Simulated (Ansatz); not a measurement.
# CH₆ClGeN: up Jacob's ladder to CCSD(T)

The task here is to estimate one member of a computed series from the others.

Method: functionals in def2-TZVPP, the program's frozen cores in correlated methods; program: Ansatz 0.2.0, Gaussian basis.

Plan: LDA (SPW92), PBE-D4, revPBE-D4, BLYP-D4, r2SCAN-D4, B97M-V, PBE0-D4, B3LYP-D4, r2SCANh-D4, r2SCAN0-D4, HSE06-D4, BHLYP-D4, CAM-B3LYP-D4, LC-ωPBE, ωB97X-V, ωB97M-V, B2PLYP, PBE-QIDH; CCSD(T)/def2-SVP; CCSD(T)/def2-TZVPP; MP2/def2-QZVPP; extrapolation to the limit; RPA on PBE.

## The geometry

An earlier PBE0-D4 in a triple-zeta def2 set relaxation fixed the geometry.

10 atoms, charge 0, spin multiplicity 1.

Atoms are counted from 1 here; the program's logs count them from 0.

Bond lengths: C1–Ge2 1.934 Å, C1–H5 1.091 Å, C1–H6 1.091 Å, C1–H7 1.090 Å, Ge2–N3 1.822 Å, Ge2–Cl4 2.185 Å, Ge2–H8 1.534 Å, N3–H9 1.011 Å, N3–H10 1.011 Å. Angles: Ge2–C1–H5 109.7°, Ge2–C1–H6 109.8°, Ge2–C1–H7 109.9°, H5–C1–H6 109.2°, H5–C1–H7 108.7°, H6–C1–H7 109.5°, C1–Ge2–N3 109.6°, C1–Ge2–Cl4 106.3°, C1–Ge2–H8 116.0°, N3–Ge2–Cl4 111.8°, N3–Ge2–H8 107.8°, Cl4–Ge2–H8 105.2°, Ge2–N3–H9 114.8°, Ge2–N3–H10 114.7°, H9–N3–H10 108.7°.

Set-up of the first run:

Input file in.yaml:

```yaml
crystal:
  periodic: [false, false, false]
  atoms:
    - {symbol: C, position_ang: [-0.737010, 1.250482, -0.288553]}
    - {symbol: Ge, position_ang: [-0.061296, -0.560874, -0.348392]}
    - {symbol: N, position_ang: [1.507287, -0.659983, 0.573847]}
    - {symbol: Cl, position_ang: [-1.607669, -1.823162, 0.540475]}
    - {symbol: H, position_ang: [-0.899771, 1.547430, 0.748228]}
    - {symbol: H, position_ang: [-0.017523, 1.929536, -0.747941]}
    - {symbol: H, position_ang: [-1.685582, 1.311178, -0.821685]}
    - {symbol: H, position_ang: [0.178522, -1.143543, -1.746555]}
    - {symbol: H, position_ang: [1.948346, -1.569103, 0.564140]}
    - {symbol: H, position_ang: [1.457796, -0.333362, 1.529237]}
basis:
  gaussian: {orbitals: def2-TZVPP}
hamiltonian: {xc: lda}
output: {orbitals: {seedname: orbitals}}
```

Command:

```
$ ansatz run in.yaml --threads 4 --pin off --events-out ev --progress --plain --max-ram 10444MiB
```

Among the steps run: LDA; PBE-D4 (GGA); revPBE-D4 (GGA); BLYP-D4 (GGA); r2SCAN-D4 (meta-GGA); B97M-V (meta-GGA); B3LYP-D4 (hybrid); r2SCANh-D4 (hybrid); r2SCAN0-D4 (hybrid); HSE06-D4 (hybrid); BHLYP-D4 (hybrid); CAM-B3LYP-D4 (range-separated); LC-ωPBE (range-separated); ωB97X-V (range-separated); ωB97M-V (range-separated); B2PLYP (double hybrid); PBE-QIDH (double hybrid).

One of the session's tables, all rows but one given; the rest of the session is left out.

It belongs to the step «Frontier levels by functional». 

```
  functional  HOMO (eV)  LUMO (eV)  gap (eV)
 LDA (SPW92)      -6.47      -0.59      5.87
      PBE-D4      -6.31      -0.35      5.96
   revPBE-D4      -6.24      -0.25      6.00
     BLYP-D4      -6.17      -0.33      5.84
   r2SCAN-D4      -6.63       0.03      6.66
      B97M-V      -6.73      -0.05      6.68
     PBE0-D4      -7.75       0.60      8.36
    B3LYP-D4      -7.49       0.26      7.75
  r2SCANh-D4      -7.17       0.37      7.54
  r2SCAN0-D4      -7.98       0.87      8.85
    HSE06-D4          ?          ?         ?
    BHLYP-D4      -9.09       1.32     10.42
CAM-B3LYP-D4      -9.16       1.46     10.62
     LC-ωPBE     -10.59       2.79     13.38
     ωB97X-V     -10.21       2.57     12.77
     ωB97M-V     -10.09       2.15     12.24
```

Estimate the missing values for HSE06-D4.

**Answer.** HOMO (eV): -7.35; LUMO (eV): 0.23; gap (eV): 7.58. In the column «HOMO (eV)» it lies between B3LYP-D4 (-7.49) and r2SCANh-D4 (-7.17).
